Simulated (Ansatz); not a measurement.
Ta4NiO11:

```
Ta Ni O
1.0
     5.29285   -0.00032   -0.02518
    -0.04190    5.33569    0.02340
    -0.47620   -0.07999    7.89609
Ta Ni O
4 1 11
Direct
  0.52261 0.46364 0.51843
  0.55532 0.53163 0.98083
  0.02338 0.98832 0.50961
  0.04916 0.02484 0.01689
  0.06538 0.57998 0.26898
  0.96711 0.93834 0.23892
  0.21005 0.28324 0.42990
  0.27287 0.71995 0.06145
  0.33888 0.23820 0.03682
  0.30665 0.75341 0.45874
  0.50103 0.44858 0.74991
  0.70564 0.16332 0.48732
  0.73302 0.83358 0.94060
  0.85284 0.36497 0.07896
  0.81889 0.65561 0.47584
  0.07718 0.01239 0.74680
```

The cell was built by a generator and needn't be a form met in nature.

| Quantity | Value |
| --- | --- |
| Program | Ansatz 0.2.0 |
| Task | single point |
| Functional | PBE |
| Potentials or basis | Ansatz PAW |
| Cutoff | 420 eV (not typed: the program's choice for these potentials) |
| k mesh | 5 × 5 × 4 |
| Occupations | fermi-dirac, width 0.05 eV |
| Spin | collinear spin, ferromagnetic start |
| Starting moments | [0.0, 0.0, 0.0, 0.0, 1.0, 0.0, 0.0, 0.0, 0.0, 0.0, 0.0, 0.0, 0.0, 0.0, 0.0, 0.0] μB |

On this cell: pressure 0.0 GPa; largest force 0.010 eV/Å; net moment 2.00 μB per cell; site moments Ta +0.00; Ni +1.51; O +0.09, +0.04, +0.06, +0.00, +0.07, +0.05 μB; band gap on the k mesh 1.32 eV, indirect (least direct gap 1.41 eV).

The same run follows on a disturbed copy (atoms moved at random, drawn with an rms of 0.05 Å):

```
Ta Ni O
1.0
     5.29285   -0.00032   -0.02518
    -0.04190    5.33569    0.02340
    -0.47620   -0.07999    7.89609
Ta Ni O
4 1 11
Direct
  0.51456 0.47033 0.51959
  0.55445 0.52773 0.98028
  0.01709 0.98681 0.51221
  0.04769 0.02056 0.01916
  0.06547 0.58379 0.26740
  0.97346 0.93605 0.23902
  0.21278 0.28821 0.42472
  0.27122 0.71413 0.05917
  0.33617 0.24244 0.03895
  0.31225 0.75598 0.46600
  0.50238 0.45038 0.75139
  0.71416 0.16656 0.49022
  0.72702 0.84036 0.93732
  0.85265 0.35976 0.07533
  0.81847 0.66163 0.47722
  0.07348 0.01346 0.75502
```

What does the disturbed cell give?

The energy moves by +11.0 meV/atom; pressure 0.3 GPa; largest force 1.371 eV/Å; net moment 2.00 μB per cell; site moments Ta +0.00; Ni +1.50; O +0.09, +0.04, +0.07, +0.00, +0.01, +0.05 μB; band gap on the k mesh 1.25 eV, indirect (least direct gap 1.33 eV).

Forces in eV/Å, atoms in the order of the input:
```
Ta   0.732 -0.729 -0.017
Ta   0.336  0.434  0.401
Ta   0.377  0.413  0.775
Ta   0.118  0.455 -1.099
Ni   0.103 -0.457 -0.062
O   -0.346 -0.038  1.014
O   -0.115 -0.395  0.300
O   -0.152  0.296  0.255
O    0.019 -0.307 -0.020
O   -0.344  0.560 -0.203
O   -0.172 -0.230 -0.664
O   -0.568  0.582 -0.065
O   -0.045 -0.528  0.511
O   -0.044  0.245  0.230
O   -0.046 -0.235  0.005
O    0.147 -0.065 -1.361
```

Stress tensor (GPa, compression positive):
```
 0.19 -2.10 -0.72
-2.10 -0.08 -0.05
-0.72 -0.05  0.69
```

Caveats: odd divisions of the mesh miss points on the zone boundary, where band edges often lie, so the gap on the mesh can be too wide; spin-orbit coupling is left out, which moves the levels of the heavy elements; a cell with one magnetic atom can't hold antiferromagnetic order, which such compounds often take.

A k mesh can miss the band edges.
